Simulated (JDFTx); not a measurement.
# BiS: relaxation of cell and atoms with PBE+D2

The system is BiS.

```
Bi S
1.0
     4.00294    0.00000    0.00000
     0.00000    4.00294    0.00000
     0.00000    0.00000    4.00294
Bi S
1 1
Cartesian
  2.0015 2.0015 2.0015
  0.0000 0.0000 0.0000
```

The cell was built by a generator and needn't be a form met in nature.

```yaml
Program: JDFTx 1.7.0 (patched build)
Task: relaxation of cell and atoms
Functional: PBE
Dispersion: D2
Potentials_or_basis: PseudoDojo-SR-PBE-0.4.1-standard (Bi) + PseudoDojo-SR-PBE-0.5-standard (S) with smoothed tails
Cutoff: 898 eV
Density_cutoff: 7184 eV
k_mesh: 7 × 7 × 7
Occupations: fermi-dirac, width 0.05 eV
Spin: no spin polarisation
Local_potential_set_to_-Z/r_beyond: 6 bohr
Bands: 17
Density_cutoff_over_wavefunction_cutoff: 8
Max_SCF_steps: 100
SCF_threshold_on_the_energy: 1e-09 Ha
Solver_of_the_electrons: scf
Further_solve_for_the_empty_bands: no
```

| Quantity | Value |
| --- | --- |
| Relaxed volume | 23.28 Å³/atom |
| Relaxed cell | a = 3.598 Å, b = 3.598 Å, c = 3.598 Å, α = 90.00°, β = 90.00°, γ = 90.00° |
| Space group after relaxing (to 0.05 Å) | Pm-3m (No. 221) |
| Energy gained by relaxing | 395.6 meV/atom |
| Ionic steps | 7 |
| Pressure after relaxing | 0.0 GPa |
| Band gap on the k mesh | none (metal or under the smearing width) |
| Loewdin charges | Bi +0.53; S -0.44 e |

Step by step:
| step | energy change (eV) | largest force (eV/Å) | pressure (GPa) | volume (Å³) |
| --- | --- | --- | --- | --- |
| 1 | 0.0000 | 0.0000 | -11.07 | 64.14 |
| 2 | -0.2482 | 0.0000 | -10.13 | 60.40 |
| 3 | -0.7571 | 0.0000 | 4.29 | 43.88 |
| 4 | -0.7904 | 0.0000 | -0.61 | 47.01 |
| 5 | -0.7913 | 0.0000 | -0.04 | 46.59 |
| 6 | -0.7913 | 0.0000 | 0.00 | 46.56 |
| 7 | -0.7913 | 0.0000 | 0.00 | 46.56 |

Final structure:
```xyz
2
Lattice="3.5976 0.0000 0.0000 0.0000 3.5976 0.0000 0.0000 0.0000 3.5976" Properties=species:S:1:pos:R:3 pbc="T T T"
Bi    1.7988    1.7988    1.7988
S     0.0000    0.0000    0.0000
```

Levels at points of the mesh, in eV from the Fermi level:
| k point | band 6 | band 7 | band 8 | band 9 | band 10 | band 11 | band 12 | band 13 | band 14 |
| --- | --- | --- | --- | --- | --- | --- | --- | --- | --- |
| (0.00, 0.00, 0.00) | -15.29 | -9.47 | -3.23 | -3.23 | -3.23 | 3.70 | 3.70 | 4.18 | 4.18 |

It took 3.3 min on 1 thread of Arm Neoverse V2 (shared host), peak memory 0.12 GiB.

Caveat: the volume moved by over 15 % at a fixed basis, so the end points are rough; the plane waves are those of the starting cell, so after so large a change of volume the result is rough; spin-orbit coupling is left out, which moves the levels of the heavy elements; pairwise dispersion overbinds metals, which lowers pressure and volume.
